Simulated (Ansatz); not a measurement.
# CH8GeInN: basis-set convergence

Aim: see how fast density functionals converge with the basis set for CH8GeInN.

The runs use Ansatz 0.2.0, Gaussian basis; one geometry, several basis sets.

Levels to be run: PBE0-D4/def2-SVP; ωB97M-V/def2-SVP; PBE0-D4/def2-QZVPP; ωB97M-V/def2-QZVPP; the functionals' def2-TZVPP values are taken from earlier runs.

**1. Structure used throughout**

An earlier PBE0-D4 in a triple-zeta def2 set relaxation fixed the geometry. In takes the def2 core potential; no spin-orbit term is included.

SMILES `C[N]([GeH3])[InH2]`, 12 atoms, charge 0, spin multiplicity 1.

Atoms are counted from 1 here; the program's logs count them from 0.

Bond lengths: C1–N2 1.453 Å, C1–H5 1.099 Å, C1–H6 1.095 Å, C1–H7 1.099 Å, N2–Ge3 1.835 Å, N2–In4 2.030 Å, Ge3–H8 1.537 Å, Ge3–H9 1.546 Å, Ge3–H10 1.546 Å, In4–H11 1.715 Å, In4–H12 1.709 Å. Angles: N2–C1–H5 112.2°, N2–C1–H6 111.2°, N2–C1–H7 112.2°, H5–C1–H6 106.9°, H5–C1–H7 107.0°, H6–C1–H7 106.9°, C1–N2–Ge3 114.8°, C1–N2–In4 121.3°, Ge3–N2–In4 123.8°, N2–Ge3–H8 107.7°, N2–Ge3–H9 110.3°, N2–Ge3–H10 110.3°, H8–Ge3–H9 110.4°, H8–Ge3–H10 110.4°, H9–Ge3–H10 107.8°, N2–In4–H11 112.2°, N2–In4–H12 115.8°, H11–In4–H12 132.0°.

**2. PBE0-D4 in def2-SVP**

Contents of in.yaml:

```yaml
crystal:
  periodic: [false, false, false]
  atoms:
    - {symbol: C, position_ang: [0.033368, 1.394034, -0.561188]}
    - {symbol: N, position_ang: [-0.079245, 0.014929, -0.118204]}
    - {symbol: Ge, position_ang: [0.873747, -0.388061, 1.396935]}
    - {symbol: In, position_ang: [-1.216116, -1.328441, -1.129067]}
    - {symbol: H, position_ang: [1.070548, 1.671746, -0.796711]}
    - {symbol: H, position_ang: [-0.556587, 1.569047, -1.466437]}
    - {symbol: H, position_ang: [-0.325523, 2.104690, 0.196806]}
    - {symbol: H, position_ang: [0.641206, -1.873874, 1.714875]}
    - {symbol: H, position_ang: [0.403921, 0.494853, 2.575940]}
    - {symbol: H, position_ang: [2.378652, -0.115005, 1.171341]}
    - {symbol: H, position_ang: [-1.976398, -0.632819, -2.499637]}
    - {symbol: H, position_ang: [-1.247562, -2.911099, -0.484661]}
basis:
  gaussian: {orbitals: def2-SVP}
hamiltonian: {xc: pbe0, dispersion: d4}
output: {orbitals: {seedname: orbitals}}
```

Command:

```
> ansatz run in.yaml --threads 2 --pin off --events-out ev --progress --plain --max-ram 32768MiB --backend cpu
```

The runs that follow: ωB97M-V in def2-SVP; PBE0-D4 in def2-QZVPP; ωB97M-V in def2-QZVPP.

Q: Predict the results of all the runs planned. Wanted: PBE0-D4: double and triple zeta above quadruple; ωB97M-V: double and triple zeta above quadruple.

**Answer**, as computed:

```
                                       quantity           value
PBE0-D4: double and triple zeta above quadruple  11.78, 1.44 eV
ωB97M-V: double and triple zeta above quadruple  11.91, 1.41 eV
```

For PBE0-D4 the step from double to triple zeta gains 10.34 eV and the next only 1.44 eV. Total energies overstate the basis error of differences, where much of it tends to cancel.
